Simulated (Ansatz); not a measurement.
**CH6OSSi2: up Jacob's ladder to CCSD(T)**

An exercise on one series of results from a longer session: the logs are not shown, and one member is left open.

Method: functionals in def2-TZVPP, the program's frozen cores in correlated methods; program: Ansatz 0.2.0, Gaussian basis.

Levels to be run: PBE-D4, r2SCAN-D4, PBE0-D4, B3LYP-D4, ωB97X-V, ωB97M-V, B2PLYP; CCSD(T)/def2-TZVPP; MP2/def2-QZVPP; extrapolation to the limit.

## Structure used throughout

The geometry comes from an earlier relaxation with PBE0-D4 in a triple-zeta def2 set; it is a stationary point, not always the lowest conformer.

SMILES `[SiH3]S[SiH]1CO1`, 11 atoms, charge 0, spin multiplicity 1.

Atoms are counted from 1 here; the program's logs count them from 0.

Bond lengths: Si1–S2 2.147 Å, Si1–H6 1.482 Å, Si1–H7 1.483 Å, Si1–H8 1.483 Å, S2–Si3 2.108 Å, Si3–C4 1.799 Å, Si3–O5 1.652 Å, Si3–H9 1.479 Å, C4–O5 1.486 Å, C4–H10 1.088 Å, C4–H11 1.088 Å. Angles: S2–Si1–H6 105.2°, S2–Si1–H7 110.8°, S2–Si1–H8 110.8°, H6–Si1–H7 110.4°, H6–Si1–H8 110.2°, H7–Si1–H8 109.3°, Si1–S2–Si3 97.8°, S2–Si3–C4 122.0°, S2–Si3–O5 119.1°, S2–Si3–H9 111.3°, C4–Si3–O5 50.8°, C4–Si3–H9 123.6°, O5–Si3–H9 116.5°, Si3–C4–O5 59.5°, Si3–C4–H10 121.3°, Si3–C4–H11 122.9°, O5–C4–H10 112.5°, O5–C4–H11 112.8° and more.

The first run:

The input, in.yaml:

```yaml
crystal:
  periodic: [false, false, false]
  atoms:
    - {symbol: Si, position_ang: [-1.832814, 1.015999, 1.203981]}
    - {symbol: S, position_ang: [-0.034977, 1.504244, 0.137283]}
    - {symbol: Si, position_ang: [0.558375, -0.461245, -0.339952]}
    - {symbol: C, position_ang: [2.102577, -0.809560, -1.194055]}
    - {symbol: O, position_ang: [0.807876, -0.863198, -1.922335]}
    - {symbol: H, position_ang: [-2.438826, 2.320028, 1.561289]}
    - {symbol: H, position_ang: [-2.757846, 0.232671, 0.348843]}
    - {symbol: H, position_ang: [-1.524700, 0.241413, 2.431047]}
    - {symbol: H, position_ang: [-0.160676, -1.454118, 0.487439]}
    - {symbol: H, position_ang: [2.747006, -0.007087, -1.547345]}
    - {symbol: H, position_ang: [2.599303, -1.776248, -1.145596]}
basis:
  gaussian: {orbitals: def2-TZVPP}
hamiltonian: {xc: pbe, dispersion: d4}
output: {forces: true, orbitals: {seedname: orbitals}}
```

Run with:

```console
$ ansatz run in.yaml --threads 4 --pin off --events-out ev --progress --plain --max-ram 10444MiB
```

Steps of the session up to this table: PBE-D4 (GGA); r2SCAN-D4 (meta-GGA); PBE0-D4 (hybrid); B3LYP-D4 (hybrid); ωB97X-V (range-separated); ωB97M-V (range-separated); B2PLYP (double hybrid); CCSD(T) in def2-TZVPP; MP2 in def2-QZVPP.

One of the session's tables, all rows but one given; the rest of the session is left out.

| method | atomisation energy (eV) |
| --- | --- |
| PBE-D4 | ? |
| r2SCAN-D4 | 39.071 |
| PBE0-D4 | 38.706 |
| B3LYP-D4 | 38.683 |
| ωB97X-V | 39.192 |
| ωB97M-V | 39.058 |
| B2PLYP | 38.253 |
| HF/def2-TZVPP | 27.829 |
| MP2/def2-TZVPP | 38.320 |
| CCSD/def2-TZVPP | 37.088 |
| CCSD(T)/def2-TZVPP | 37.731 |
| MP2/CBS | 39.532 |
| CCSD(T)/CBS | 38.943 |

**Question.** Estimate the row for PBE-D4.

**Answer.** atomisation energy (eV): 39.318. In the column «atomisation energy (eV)» it lies between ωB97X-V (39.192) and MP2/CBS (39.532).
